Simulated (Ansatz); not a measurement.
I need a phonon calculation by finite displacements of AlN, space group P6_3mc. Use Ansatz 0.2.0, Python API. Use: PBE, PAW, cutoff 420 eV, 6×6×4 k-points, fixed occupations.

```
Al N
1.0
     3.11300    0.00000    0.00000
    -1.55650    2.69594    0.00000
     0.00000    0.00000    4.98100
Al N
2 2
Cartesian
  0.0000 1.7973 0.0000
  1.5565 0.8986 2.4905
  0.0000 1.7973 1.8928
  1.5565 0.8986 4.3833
```

Script `run_phonons.py`:
```python
# -*- coding: utf-8 -*-
from pathlib import Path

import ansatz
from ase import Atoms
import numpy as np

atoms = Atoms(
    ["Al", "Al", "N", "N"],
    scaled_positions=[
        [1 / 3, 2 / 3, 0.0],
        [2 / 3, 1 / 3, 0.5],
        [1 / 3, 2 / 3, 0.38],
        [2 / 3, 1 / 3, 0.88],
    ],
    cell=[
        [3.113, 0.0, 0.0],
        [-1.5565, 2.695937, 0.0],
        [0.0, 0.0, 4.981],
    ],
    pbc=True,
)
system = ansatz.Crystal.from_ase(atoms)

calc = system.calculation()
calc = calc.basis(420)
calc = calc.occupations("Fixed")
calc = calc.kpoints(6, 6, 4)
calc = calc.phonons("fd", supercell=1)
out = calc.run(runs_dir="runs")
folder = Path(out.output_folder) / "results"
ph = out.phonons

print("modes at Gamma (1/cm):", np.round(ph.gamma_omega_inv_cm, 1) + 0.0)
print(f"{ph.n_members} displaced supercells, sum-rule residual {ph.asr_residual_pre_ev_ang2:.1e} eV/A^2")
optical = np.sort(ph.gamma_omega_inv_cm)
print("imaginary modes at Gamma:", int((optical < -10).sum()), "- highest mode", round(float(optical[-1]), 1), "1/cm")
```

```console
$ python run_phonons.py
modes at Gamma (1/cm): [  0.    0.    0.  234.4 234.4 552.2 626.1 647.7 647.7 658.  658.  728.8]
4 displaced supercells, sum-rule residual 1.9e-03 eV/A^2
imaginary modes at Gamma: 0 - highest mode 728.8 1/cm
```

Notes:
- The cell isn't relaxed first, so the values belong to this volume.
- Of the deposited cell: the entry's cell lengths or inner coordinates differ somewhat from later room-temperature determinations.
- No functional is typed, so the default, PBE, holds.
- No non-analytic term is added, so at the zone centre the longitudinal optical modes of a polar crystal aren't split off.
- The structure is a deposited one; some such entries were measured under pressure or heat, so a shift against it needn't be the functional's error alone.
- The structure is taken as given and the supercell is small; imaginary modes can come from an unrelaxed or unstable start.
- Finished in 7.9 s on 1 thread of Arm Neoverse V2 (shared host), peak memory 0.39 GiB.
